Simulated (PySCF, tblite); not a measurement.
# CH₁₄ClNSi₅: geometry, infrared bands and NMR shifts

Aim: predict the infrared bands and NMR shifts of CH₁₄ClNSi₅ (`[SiH3][SiH2]C[Si@@H](Cl)N([SiH3])[SiH3]`).

Computed with tblite 0.8.0 and PySCF 2.14.0, with density-fitted response routines of our own, on a single molecule in the gas phase. Atoms count from 0, in the outputs and in this text.

## 1. The starting structure

22 atoms, charge 0, multiplicity 1; geometry from: force field or distance geometry start.

Bonds of the start (Å): Si0–Si1 2.23, Si1–C2 1.86, C2–Si3 1.87, Si3–Cl4 2.11, Si3–N5 1.78, N5–Si6 1.79, N5–Si7 1.78, Si0–H8 1.46, Si0–H9 1.48, Si0–H10 1.47, Si1–H11 1.49, Si1–H12 1.44, C2–H13 1.11, C2–H14 1.12, Si3–H15 1.44, Si6–H16 1.47, Si6–H17 1.47, Si6–H18 1.48, Si7–H19 1.48, Si7–H20 1.47, Si7–H21 1.46.

## 2. Geometry optimisation with GFN2-xTB

Job settings and geometry (Å):

```
{"job": {"kind": "relax", "xc": "GFN2-xTB", "basis": "xTB"}, "charge": 0, "multiplicity": 1}
Si     4.209500     0.882700     0.349800
Si     2.408500    -0.342500    -0.119100
C      0.815000     0.596600     0.098000
Si    -0.527300    -0.709600     0.065800
Cl     0.152600    -2.283000     1.301600
N     -2.122200    -0.104000     0.557800
Si    -3.309600    -1.381000     0.139400
Si    -2.503100     1.316800    -0.436600
H      4.418800     1.966600    -0.607500
H      4.205400     1.395100     1.733900
H      5.360600    -0.029200     0.250200
H      2.356800    -1.437100     0.896500
H      2.457700    -0.936900    -1.433600
H      0.802000     1.185700     1.037600
H      0.672100     1.299900    -0.755900
H     -0.617400    -1.240500    -1.274900
H     -2.633900    -2.349300    -0.737400
H     -4.448000    -0.833700    -0.620900
H     -3.796400    -2.067200     1.355400
H     -3.721900     1.017800    -1.217100
H     -2.772600     2.499800     0.388200
H     -1.416900     1.572300    -1.372900
```

Started as:

```sh
$ OMP_NUM_THREADS=1 python probes_run.py task.json out
```

The driver reads the jobs from task.json and runs them one after another.

**Question.** This job is followed by: GFN2-xTB harmonic vibrations, gas phase; GIAO PBE0/pcSseg-1 NMR shielding, non-relativistic, gas phase. Predict these results of the whole session: strongest single infrared mode (GFN2-xTB); zero-point energy (GFN2-xTB); ¹³C shifts against TMS (PBE0/pcSseg-1); ¹H shifts against TMS (PBE0/pcSseg-1, means over atoms taken as alike); ²⁹Si shifts against TMS (PBE0/pcSseg-1, means over atoms taken as alike); ³⁵Cl shifts against HCl (PBE0/pcSseg-1); ¹⁵N shifts against NH3 (PBE0/pcSseg-1).

The runs gave:

| quantity | value |
| --- | --- |
| strongest single infrared mode (GFN2-xTB) | 794 cm⁻¹, 874 km/mol |
| zero-point energy (GFN2-xTB) | 82.5 kcal/mol |
| ¹³C shifts against TMS (PBE0/pcSseg-1) | -0.8 ppm |
| ¹H shifts against TMS (PBE0/pcSseg-1, means over atoms taken as alike) | 5.54, 4.75, 4.20, 4.04, 3.49, 0.30, 0.24 ppm |
| ²⁹Si shifts against TMS (PBE0/pcSseg-1, means over atoms taken as alike) | 0.5, -49.8, -82.0, -116.5 ppm |
| ³⁵Cl shifts against HCl (PBE0/pcSseg-1) | 39 ppm |
| ¹⁵N shifts against NH3 (PBE0/pcSseg-1) | 10.5 ppm |

Over 117 steps the energy fell by 1.333 eV; of the close pairs, Si3–Cl4 changed most, 2.113 to 2.016 Å. The lowest mode is slightly imaginary (7i cm⁻¹), a soft motion within the noise of the Hessian, so the minimum is not strictly shown. The strongest single mode, at 794 cm⁻¹, is spread over several atoms, H21, H20, H16, H19 among them. Unscaled tight-binding wavenumbers are off by several per cent, some by more. Its intensities can rank the bands wrongly. At PBE0/pcSseg-1: Shielding is most anisotropic at Cl4 (span 141 ppm, paramagnetic term -240 ppm).
